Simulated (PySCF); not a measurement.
**SiSb: bond curves at several levels of theory**

An exercise on one series of results from a longer session: the logs are not shown, and one member is left open.

The runs use PySCF 2.14.0; Si def2-TZVPP, Sb def2-TZVPP with ECP28, scalar-relativistic core potentials.

The first run:

A driver script around PySCF takes these settings:

- atoms: Si, Sb
- charge: 0
- basis: Si def2-TZVPP, Sb def2-TZVPP with ECP28
- Hamiltonian: scalar-relativistic core potentials
- basis functions: 92
- electrons treated: 37
- masses in u: 27.9769, 120.9038
- levels: PBE0, PBE, r²SCAN, B3LYP, MN15, PW91, PBEsol, ωB97M-V, HF, MP2, SCS-MP2, CCSD, CCSD(T)
- grid: 80 radial by 434 angular points
- occupations: held fixed by the projection of orbital angular momentum
- dissociation limit: Si + Sb, each in its ground configuration
- starting distance in angstrom: 2.480
- values of 2S to try: 1, 3, 5

Run with:

```bash
$ OMP_NUM_THREADS=1 python dia.py task.json out
```

Among the steps run: Set-up; First curve: PBE0; Excited determinants; PBE; r²SCAN (meta-GGA); B3LYP (global hybrid GGA); MN15 (hybrid meta-GGA); PW91 (GGA); PBEsol; ωB97M-V (range-separated hybrid); UHF (mean field); Adding correlation.

One table of the session follows, with a row left open; its other results are not shown here.

| level | Re (Å) | ωe (cm⁻¹) | De (eV) |
| --- | --- | --- | --- |
| PBE | 2.407 | 403 | 3.13 |
| PBEsol | 2.393 | 410 | 3.37 |
| PW91 | 2.406 | 403 | 3.16 |
| r²SCAN | 2.385 | 420 | 2.85 |
| B3LYP | 2.394 | 414 | 2.92 |
| PBE0 | ? | ? | ? |
| MN15 | 2.357 | 439 | 2.84 |
| ωB97M-V | 2.350 | 457 | 2.83 |

Q: Estimate the row for PBE0 from the others.

The run gave: Re (Å): 2.374; ωe (cm⁻¹): 431; De (eV): 2.81. In the column «Re (Å)» it lies between MN15 (2.357) and r²SCAN (2.385).

De is counted to Si + Sb in their ground configurations.
